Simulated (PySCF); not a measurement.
# C₃H₉FO₂Si₂: electronic excitations

Wanted: the electronic excitations of C₃H₉FO₂Si₂ (`F[SiH2][C@@H]1C[C@@H](O[SiH3])O1`), by calculation.

The runs use PySCF 2.14.0, with density-fitted response routines of our own; the level of theory stands in each step. All values are computed, except where a source is named. Atoms are numbered from 0 throughout.

### Step 1. Starting geometry

17 atoms, charge 0, multiplicity 1; geometry from: GFN2-xTB.

Bonds of the start (Å): F0–Si1 1.61, Si1–C2 1.90, C2–C3 1.54, C3–C4 1.53, C4–O5 1.36, O5–Si6 1.64, C4–O7 1.42, O7–C2 1.45, Si1–H8 1.45, Si1–H9 1.45, C2–H10 1.10, C3–H11 1.09, C3–H12 1.09, C4–H13 1.10, Si6–H14 1.47, Si6–H15 1.46, Si6–H16 1.46.

### Step 2. Ultraviolet spectrum: CAM-B3LYP/def2-SVPD

Job settings and geometry (Å):

```
{"job": {"kind": "uv", "xc": "CAM-B3LYP", "basis": "def2-SVPD", "nstates": 8, "ntriplets": 3}, "charge": 0, "multiplicity": 1}
F     -3.655078    -0.547349    -0.423239
Si    -2.671393    -0.076553     0.767158
C     -0.953858     0.145993    -0.015986
C     -0.125345    -1.110741    -0.316981
C      0.768995    -0.626227     0.831480
O      2.066807    -0.359563     0.508807
Si     2.583998     1.125832     0.055807
O     -0.015092     0.540905     1.021129
H     -2.675216    -1.174907     1.721013
H     -3.194407     1.184128     1.262630
H     -0.938191     0.882288    -0.827041
H     -0.618343    -2.066596    -0.160387
H      0.387293    -1.104559    -1.275658
H      0.762137    -1.261858     1.730389
H      1.878399     1.598920    -1.140218
H      3.963354     0.759853    -0.228344
H      2.428942     2.102463     1.128993
```

Level: TDDFT CAM-B3LYP/def2-SVPD, vertical, gas phase, core orbitals frozen in the response.

Run with:

```console
$ OMP_NUM_THREADS=1 python probes_run.py task.json out
```

One launch serves the whole session: the jobs run in the order shown.

What will the session give for the following? lowest singlet (CAM-B3LYP/def2-SVPD); brightest single state of those computed; lowest triplet. Wanted: lowest singlet; brightest single state of those computed; lowest triplet.

The runs gave:

```
                                quantity                        value
    lowest singlet (CAM-B3LYP/def2-SVPD)  6.50 eV (191 nm), f = 0.000
brightest single state of those computed  state 5, 7.96 eV, f = 0.023
                          lowest triplet                      6.11 eV
```

**Reading.** The lowest singlet, at 6.50 eV, is HOMO→LUMO 0.80, HOMO−1→LUMO 0.10 and is dark; of the 8 states computed, the strongest absorption comes from state 5 at 7.96 eV. The lowest triplet lies 0.40 eV below the lowest singlet (triplets in Tamm-Dancoff, singlets in full TDDFT).
